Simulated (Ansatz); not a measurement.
# CH₆AlBFN: small, medium and large basis sets

How large a basis does CH₆AlBFN need? Two functionals are run in growing sets.

Method: one geometry, several basis sets; program: Ansatz 0.2.0, Gaussian basis.

The runs, in order: PBE0-D4/def2-SVP; ωB97M-V/def2-SVP; PBE0-D4/def2-QZVPP; ωB97M-V/def2-QZVPP; the functionals' def2-TZVPP values are taken from earlier runs.

## Step 1: The relaxed structure

The geometry comes from an earlier relaxation with PBE0-D4 in a triple-zeta def2 set; it is a stationary point, not always the lowest conformer.

SMILES `CB(F)[NH][AlH2]`, 11 atoms, charge 0, spin multiplicity 1.

Atoms are counted from 1 here; the program's logs count them from 0.

Bond lengths: C1–B2 1.551 Å, C1–H6 1.091 Å, C1–H7 1.094 Å, C1–H8 1.094 Å, B2–F3 1.454 Å, B2–N4 1.370 Å, N4–Al5 1.856 Å, N4–H9 1.003 Å, Al5–H10 1.584 Å, Al5–H11 1.584 Å. Angles: B2–C1–H6 112.2°, B2–C1–H7 110.5°, B2–C1–H8 110.6°, H6–C1–H7 108.3°, H6–C1–H8 108.3°, H7–C1–H8 106.6°, C1–B2–F3 116.3°, C1–B2–N4 138.5°, F3–B2–N4 105.2°, B2–N4–Al5 96.4°, B2–N4–H9 124.2°, Al5–N4–H9 139.4°, N4–Al5–H10 117.8°, N4–Al5–H11 117.9°, H10–Al5–H11 121.7°.

## Step 2: PBE0-D4 in def2-SVP

File in.yaml:

```yaml
crystal:
  periodic: [false, false, false]
  atoms:
    - {symbol: C, position_ang: [-0.861438, -1.376270, 0.981555]}
    - {symbol: B, position_ang: [-0.163728, -0.243872, 0.184130]}
    - {symbol: F, position_ang: [1.103647, -0.583304, -0.441381]}
    - {symbol: N, position_ang: [-0.382886, 1.069062, -0.139483]}
    - {symbol: Al, position_ang: [1.170295, 1.300745, -1.129247]}
    - {symbol: H, position_ang: [-1.799017, -1.047350, 1.430957]}
    - {symbol: H, position_ang: [-1.073247, -2.229957, 0.330709]}
    - {symbol: H, position_ang: [-0.208385, -1.744950, 1.778194]}
    - {symbol: H, position_ang: [-1.186202, 1.594588, 0.150640]}
    - {symbol: H, position_ang: [2.403139, 1.996098, -0.418902]}
    - {symbol: H, position_ang: [1.063221, 1.208111, -2.706572]}
basis:
  gaussian: {orbitals: def2-SVP}
hamiltonian: {xc: pbe0, dispersion: d4}
output: {orbitals: {seedname: orbitals}}
```

Further steps of the session: ωB97M-V in def2-SVP; PBE0-D4 in def2-QZVPP; ωB97M-V in def2-QZVPP.

Q: Predict the results of all the runs planned. Wanted: PBE0-D4: double and triple zeta above quadruple; ωB97M-V: double and triple zeta above quadruple.

**Answer**, as computed:

| quantity | value |
| --- | --- |
| PBE0-D4: double and triple zeta above quadruple | 9.82, 0.56 eV |
| ωB97M-V: double and triple zeta above quadruple | 10.01, 0.52 eV |

For PBE0-D4 the step from double to triple zeta gains 9.26 eV and the next only 0.56 eV. These are total energies; as a rule much of such shifts cancels in differences, which this series doesn't test. The LUMO of ωB97M-V is positive and keeps falling with the basis (1.73 to 0.87 eV): an unbound level that the basis holds in place.
